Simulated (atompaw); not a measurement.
# Ge: the cost of one run

The numbers are computed with atompaw 4.2.0.5 (LDA (PW92), scalar-relativistic, spin-unpolarised reference atom).

## 1. Starting point

The settings as typed:

| Item | Value |
| --- | --- |
| element | germanium (Ge, Z = 32) |
| type | PAW |
| frozen core | [Ne] |
| valence charge | 22 |
| reference configuration | 3s2 3p6 3d10 4s2 4p2 |
| partial waves | 3s (bound): rc 0.85 bohr; 4s (bound): rc 0.90 bohr; 3p (bound): rc 0.85 bohr; 4p (bound): rc 0.35 bohr; 3d (bound): rc 1.40 bohr; 3d channel at -0.15 Ry: rc 1.40 bohr; 4f channel at -0.15 Ry: rc 1.30 bohr |
| local potential | bessel scheme, radius 1.15 bohr |
| core correction | smooth core density matched at 0.85 bohr |
| augmentation charge | besselshape compensation charge, radius 1.25 bohr; PAW radius 1.40 bohr; waves and projectors: custom polynom vanderbiltortho |

## 2. Generating the potential

The input, Ge.input:

```
Ge 32
LDA-PW scalarrelativistic loggrid 1500 logderivrange -14 5 476
4 4 3 0 0 0
4 1 2
0 0 0
c
c
v
v
c
v
v
v
3
1.40 1.25 1.15 0.85
n
n
y
-0.15
n
y
-0.15
n
custom polynom vanderbiltortho besselshape
bessel
0.85
0.90
0.85
0.35
1.40
1.40
1.30
PWSCFOUT
UPFDX 0.0125d0 UPFXMIN -7.d0 UPFZMESH 32.d0
END
```

Launch:

```console
$ atompaw < Ge.input > Ge.log
```

**Question.** How long does this run take on 1 thread of Intel Xeon Platinum 8488C, shared host?

About 7.7 s.
